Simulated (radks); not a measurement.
# Rh⁴⁺ in [Kr] 4d5: an all-electron calculation

What are the levels of the rhodium ion Rh4+, how large are its shells, and how does its energy divide?

The numbers are computed with radks (a radial shooting solver on a logarithmic mesh, Libxc functionals) version 1 (scalar-relativistic Kohn-Sham, SCAN, spin-polarised, spherical densities, finite nucleus; open shells are filled with parallel spins first), except any that are marked as measured or tabulated.

**1. Starting point**

| Item | Value |
| --- | --- |
| element | rhodium (Z = 45) |
| charge | +4 |
| electrons | 41 |
| configuration | [Kr] 4d5 |
| nuclear rms radius | 4.4945 fm |

Outer shells as boxes (Hund's rule):

Rh⁴⁺
```
[Kr] core
4d [↑ ][↑ ][↑ ][↑ ][↑ ]
```

**2. Self-consistent calculation**

The run's settings:

```text
Z 45
configuration [Kr] 4d5
relativity scalar-relativistic
functional scan,scan
spin polarised
nucleus finite rms 4.4945 fm
c 137.035999084
```

On the command line:

```console
> python run_ks.py task.json out
```

The same process makes all the runs of this session.

Q: Predict the outcome of this run.

As calculated:

| quantity | value |
| --- | --- |
| total energy | -4781.40377 hartree |
| exchange-correlation share of it | 2.88 % |
| −T/E | 1.0357 |
| highest occupied level | 4d up, -56.851 eV |
| most extended occupied level | 4d up, <r> = 1.29 bohr |
| radius at density 0.001 e/bohr³ | 2.94 bohr |
| maxima of the radial density | 4 |
| ionisation energy, NIST | 63 (theory) eV |

What this shows: 4 principal shells are occupied and 4 maxima appear in the radial density. Relativity lifts −T/E to 1.036. The top level binds by 56.851 eV, 90 % of the NIST ionisation energy of 63 eV. Open shells are spherical and high-spin; term and fine-structure splittings are not resolved.
